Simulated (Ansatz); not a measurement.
# HgTe: a single-point run

The task is a single-point run on HgTe. The structure is shown as the input types it.

Program: Ansatz 0.2.0. Level of theory: density functional or hybrid calculation with the settings of its input, plane waves (as first typed). These are calculated values, not measurements.

2 further runs of the same task are left out: 2 that didn't finish.

### 1 Starting point

Symmetry: F-43m, No. 216, cubic system. Conventional cell: a = 6.578 Å, b = 6.578 Å, c = 6.578 Å, α = 90.00°, β = 90.00°, γ = 90.00°. Hg (site symmetry -43m) has 4 Te at 2.85 Å as nearest neighbours. Around Te (site symmetry -43m) lie 4 Hg at 2.85 Å.

As a file:

```cif
data_structure
_symmetry_space_group_name_H-M 'P 1'
_symmetry_Int_Tables_number 1
_cell_length_a 4.6516
_cell_length_b 4.6516
_cell_length_c 4.6516
_cell_angle_alpha 60.000
_cell_angle_beta 60.000
_cell_angle_gamma 60.000
_cell_volume 71.17
loop_
_atom_site_label
_atom_site_type_symbol
_atom_site_fract_x
_atom_site_fract_y
_atom_site_fract_z
_atom_site_occupancy
Hg1 Hg 0.00000 0.00000 0.00000 1
Te1 Te 0.25000 0.25000 0.25000 1
```

### 2 Input and run

input.yaml reads:

```yaml
crystal:
  lattice:
    - [0.0, 3.2891972858, 3.2891972858]
    - [3.2891972858, 0.0, 3.2891972858]
    - [3.2891972858, 3.2891972858, 0.0]
  atoms:
    - { symbol: Hg, position: [0.0, 0.0, 0.0] }
    - { symbol: Te, position: [0.25, 0.25, 0.25] }
kpoints:
  mp_grid: { grid: [4, 4, 4] }
hamiltonian:
  xc: pbe
scf:
  occupations: { method: fermi_dirac, width: 0.02 }
  n_extra_bands: 4
  max_iter: 61
output:
  forces: true
  stress: true
  eigenvalues: true
basis:
  ecutwfc: 40
```

Command:

```sh
$ ansatz run input.yaml --threads 4 --pin off --max-ram 3686MiB --backend cpu --events-out ev --progress --plain --runs-dir out
```

Q: Will this input give a usable result? If not, why, and what should change?

The SCF settled after 9 cycles, but the program rejected the state: the PAW expansion on Te puts 2.36 electrons into one spin orbital, where Pauli's rule allows one and the program refuses over 2. Such a state lies outside what the potentials can describe, so there is no result.

Look at the input: basis.ecutwfc is 40. With so few plane waves the basis is incomplete by a wide margin. The potentials' recommended cutoff is 420 eV.

The cure: delete basis.ecutwfc (the default then holds).
